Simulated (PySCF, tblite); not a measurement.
# C3H8B2NP: geometry, infrared bands and NMR shifts

What infrared bands and NMR shifts should C3H8B2NP (`C#CBPBNC`) show?

Programs: tblite 0.8.0 and PySCF 2.14.0, with density-fitted response routines of our own. Each step states its level of theory. These are calculated values for one molecule in the gas phase, unless marked as measured. Atoms are numbered from 0 throughout.

**1. The starting structure**

15 atoms, charge 0, multiplicity 1; geometry from: force field or distance geometry start.

Bonds of the start (Å): C0–C1 1.22, C1–B2 1.52, B2–P3 1.95, P3–B4 1.94, B4–N5 1.53, N5–C6 1.46, C0–H7 1.05, B2–H8 1.18, P3–H9 1.45, B4–H10 1.18, N5–H11 1.05, C6–H12 1.11, C6–H13 1.11, C6–H14 1.11.

**2. Optimising the geometry with GFN2-xTB**

What the job is given:

```
{"job": {"kind": "relax", "xc": "GFN2-xTB", "basis": "xTB"}, "charge": 0, "multiplicity": 1}
C      3.787700    -0.738500     0.609700
C      2.705000    -0.180600     0.522400
B      1.359000     0.511200     0.434900
P      0.772000     1.242400    -1.271900
B     -1.108800     0.966600    -0.895500
N     -1.774500    -0.384300    -1.182100
C     -2.215100    -0.980400     0.073500
H      4.724200    -1.214300     0.683700
H      0.788100     0.815800     1.424100
H      0.772400     2.605700    -0.781600
H     -1.732700     1.833600    -0.396200
H     -1.050900    -1.019200    -1.592500
H     -2.690900    -1.965500    -0.124900
H     -2.976400    -0.342600     0.565300
H     -1.363400    -1.141800     0.772400
```

Started as:

```sh
$ OMP_NUM_THREADS=1 python probes_run.py task.json out
```

This one command runs all jobs of the session in turn.

**Question.** This job is followed by: GFN2-xTB harmonic vibrations, gas phase; GIAO PBE0/pcSseg-1 NMR shielding, non-relativistic, gas phase. What will the session give for the following? strongest single infrared mode (GFN2-xTB); zero-point energy (GFN2-xTB); 13C shifts against TMS (PBE0/pcSseg-1); 1H shifts against TMS (PBE0/pcSseg-1, means over atoms taken as alike); 11B shifts against BF3·OEt2 (PBE0/pcSseg-1); 31P shifts against H3PO4 (PBE0/pcSseg-1); 15N shifts against NH3 (PBE0/pcSseg-1); surface potential, 1st and 99th percentile.

As calculated:

| quantity | value |
| --- | --- |
| strongest single infrared mode (GFN2-xTB) | 1463 cm⁻¹, 151 km/mol |
| zero-point energy (GFN2-xTB) | 67.4 kcal/mol |
| 13C shifts against TMS (PBE0/pcSseg-1) | 133.3, 99.8, 39.7 ppm |
| 1H shifts against TMS (PBE0/pcSseg-1, means over atoms taken as alike) | 7.31, 6.04, 5.24, 4.81, 3.71, 3.22 ppm |
| 11B shifts against BF3·OEt2 (PBE0/pcSseg-1) | 62.4, 35.1 ppm |
| 31P shifts against H3PO4 (PBE0/pcSseg-1) | -78.4 ppm |
| 15N shifts against NH3 (PBE0/pcSseg-1) | 134.7 ppm |
| surface potential, 1st and 99th percentile | -0.81 V and 1.58 V |

What this shows: Over 138 steps the energy fell by 1.485 eV; of the close pairs, B4–N5 changed most, 1.533 to 1.379 Å. All 39 modes are real, so the xTB geometry is a minimum. The strongest single mode, at 1463 cm⁻¹, has its largest shares on N5, B4, H12 and H14 (the list is cut at 4 atoms). GFN2-xTB is a fitted tight-binding method: band positions and strengths are rough. Its intensities can rank the bands wrongly. At PBE0/pcSseg-1: Shielding is most anisotropic at P3 (span 384 ppm, paramagnetic term -575 ppm). By nearest atom (PBE0/pcSseg-1), the HOMO sits on P3 48 %; N5 15 % and the LUMO on B2 39 %; C0 19 %.
